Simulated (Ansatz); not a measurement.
# Zn5S: the cost of one run

Program: Ansatz 0.2.0. Level of theory: DFT PBE, scalar-relativistic, plane waves, PAW. These are calculated values, not measurements.

**1. The system as given**

It takes space group P-62m (No. 189, hexagonal). The conventional cell has a = 4.618 Å, b = 4.618 Å, c = 4.958 Å, α = 90.00°, β = 90.00°, γ = 120.00°. Around Zn (site symmetry m2m) lie 10 Zn at 2.65 to 2.92 Å and 2 S at 2.91 Å. Zn (site symmetry -6) has 3 S at 2.67 Å and 9 Zn at 2.67 to 2.92 Å in its first shell of neighbours. S (site symmetry -62m) has 12 Zn at 2.67 to 2.91 Å in its first shell of neighbours.

Structure file:

```cif
data_structure
_symmetry_space_group_name_H-M 'P 1'
_symmetry_Int_Tables_number 1
_cell_length_a 4.6184
_cell_length_b 4.6184
_cell_length_c 4.9578
_cell_angle_alpha 90.000
_cell_angle_beta 90.000
_cell_angle_gamma 120.000
_cell_volume 91.58
loop_
_atom_site_label
_atom_site_type_symbol
_atom_site_fract_x
_atom_site_fract_y
_atom_site_fract_z
_atom_site_occupancy
Zn1 Zn 0.00000 0.33177 0.00000 1
Zn2 Zn 0.66823 0.66823 0.00000 1
Zn3 Zn 0.33177 0.00000 0.00000 1
Zn4 Zn 0.66667 0.33333 0.50000 1
Zn5 Zn 0.33333 0.66667 0.50000 1
S1 S 0.00000 0.00000 0.50000 1
```

Recipe of the guess: species swapped into a database cell of MgCd5 (P-62m, No. 189), with S on the Mg sites and Zn on the Cd sites. Its size is a rough estimate.

**2. The guess as it stands, on a coarse mesh**

input.yaml reads:

```yaml
crystal:
  lattice:
    - [4.6184296, 0.0, 0.0]
    - [-2.3092148, 3.99967736, 0.0]
    - [0.0, 0.0, 4.95784363]
  atoms:
    - { symbol: Zn, position: [0.0, 0.33176631, 0.0] }
    - { symbol: Zn, position: [0.66823369, 0.66823369, 0.0] }
    - { symbol: Zn, position: [0.33176631, 0.0, 0.0] }
    - { symbol: Zn, position: [0.66666667, 0.33333333, 0.5] }
    - { symbol: Zn, position: [0.33333333, 0.66666667, 0.5] }
    - { symbol: S, position: [0.0, 0.0, 0.5] }
basis:
  ecutwfc: 420
kpoints:
  mp_grid: { grid: [6, 6, 4] }
hamiltonian:
  xc: pbe
scf:
  occupations: { method: gaussian, width: 0.1 }
  lower_state_search: "off"
output:
  forces: true
  stress: true
  eigenvalues: true
```

Started as:

```sh
> ansatz run input.yaml --threads 1 --pin off --max-ram 2560MiB --backend cpu --events-out ev --progress --plain --runs-dir out
```

What time and memory should one allow on 1 thread of AMD EPYC (Zen 3), shared host?

About 12 s, with a peak of 0.36 GiB.
